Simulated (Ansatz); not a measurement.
This script for a rigid torsion scan of B₂H₆OSi, SMILES B[SiH2]BO with Ansatz 0.2.0 through its Python package holds a mistake.

Script `torsion_b2h6osi.py`:
```python
# -*- coding: utf-8 -*-
"""Rigid torsion scan of B2H6OSi."""

import ansatz as az
from ase import Atoms

atoms = Atoms(["B", "Si", "B", "O", "H", "H", "H", "H", "H", "H"], positions=[
    [-1.4829, 0.9772, 0.2762],
    [0.3824, 0.7492, 0.1521],
    [0.7418, -1.1472, 0.1561],
    [0.3054, -2.0042, -0.8757],
    [-2.2551, 0.0852, 0.308],
    [-1.9731, 2.1332, 0.266],
    [0.9189, 1.3454, -1.0906],
    [1.0772, 1.4125, 1.2961],
    [1.4447, -1.5891, 1.0735],
    [0.9238, -2.0134, -1.5589],
])

# start the scan from a relaxed geometry
first = (
    az.Crystal.molecule_from_ase(atoms).calculation()
    .basis(gaussian="cc-pVDZ")
    .functional("cam_b3lyp")
    .relax(force_tolerance=0.02, max_steps=30)
)
atoms.positions = first.run(nproc=4, threads=1, backend="cpu").report["positions_ang"]

start = atoms.get_dihedral(1, 2, 3, 9)
energies = {}
for turn in range(0, 360, 30):
    turned = atoms.copy()
    turned.set_dihedral(1, 2, 3, 9, start + turn, indices=[3, 9])
    calculation = az.Crystal.molecule_from_ase(turned).calculation().basis(gaussian="cc-pVDZ").functional("cam_b3lyp")
    energies[round((start + turn) % 360)] = calculation.run(threads=1, backend="cpu").report["free_energy_ev"]
floor = min(energies.values())
print("dihedral Si1-B2-O3-H9 (deg)   E - E(min) (kcal/mol)")
for angle, e in sorted(energies.items()):
    print(f"{angle:8d} {23.060548 * (e - floor):14.3f}  " + "#" * int(30 * (e - floor) / max(max(energies.values()) - floor, 1e-9)))
```

Output of `python torsion_b2h6osi.py`:
```text
Traceback (most recent call last):
  File "torsion_b2h6osi.py", line 27, in <module>
    atoms.positions = first.run(nproc=4, threads=1, backend="cpu").report["positions_ang"]
                      ~~~~~~~~~^^^^^^^^^^^^^^^^^^^^^^^^^^^^^^^^^^^
TypeError: Calculation.run() got an unexpected keyword argument 'nproc'
```

What is wrong, and how is it mended?

The fault: run() has no such keyword. The correction:

`torsion_b2h6osi.py`:
```python
# -*- coding: utf-8 -*-
"""Rigid torsion scan of B2H6OSi."""

import ansatz as az
from ase import Atoms

atoms = Atoms(["B", "Si", "B", "O", "H", "H", "H", "H", "H", "H"], positions=[
    [-1.4829, 0.9772, 0.2762],
    [0.3824, 0.7492, 0.1521],
    [0.7418, -1.1472, 0.1561],
    [0.3054, -2.0042, -0.8757],
    [-2.2551, 0.0852, 0.308],
    [-1.9731, 2.1332, 0.266],
    [0.9189, 1.3454, -1.0906],
    [1.0772, 1.4125, 1.2961],
    [1.4447, -1.5891, 1.0735],
    [0.9238, -2.0134, -1.5589],
])

# start the scan from a relaxed geometry
first = (
    az.Crystal.molecule_from_ase(atoms).calculation()
    .basis(gaussian="cc-pVDZ")
    .functional("cam_b3lyp")
    .relax(force_tolerance=0.02, max_steps=80)
)
atoms.positions = first.run(threads=1, backend="cpu").report["positions_ang"]

start = atoms.get_dihedral(1, 2, 3, 9)
energies = {}
for turn in range(0, 360, 30):
    turned = atoms.copy()
    turned.set_dihedral(1, 2, 3, 9, start + turn, indices=[3, 9])
    calculation = az.Crystal.molecule_from_ase(turned).calculation().basis(gaussian="cc-pVDZ").functional("cam_b3lyp")
    energies[round((start + turn) % 360)] = calculation.run(threads=1, backend="cpu").report["free_energy_ev"]
floor = min(energies.values())
print("dihedral Si1-B2-O3-H9 (deg)   E - E(min) (kcal/mol)")
for angle, e in sorted(energies.items()):
    print(f"{angle:8d} {23.060548 * (e - floor):14.3f}  " + "#" * int(30 * (e - floor) / max(max(energies.values()) - floor, 1e-9)))
```

The mended script runs so:

```console
$ python torsion_b2h6osi.py
dihedral Si1-B2-O3-H9 (deg)   E - E(min) (kcal/mol)
       1          0.000
      31          3.806  ######
      61         12.264  #####################
      91         17.014  #############################
     121         12.251  #####################
     151          4.298  #######
     181          0.961  #
     211          4.736  ########
     241         12.899  ######################
     271         17.378  ##############################
     301         12.262  #####################
     331          3.785  ######
```

The scan is rigid and the energies are electronic, in a modest basis. With rigid groups the curve can differ much from the relaxed path, the start wasn't checked as a minimum of this torsion, and equivalent turns needn't return to the same energy. The whole script took 2.3 min on 1 thread of Arm Neoverse V1, on a shared host, peak memory 0.26 GiB.
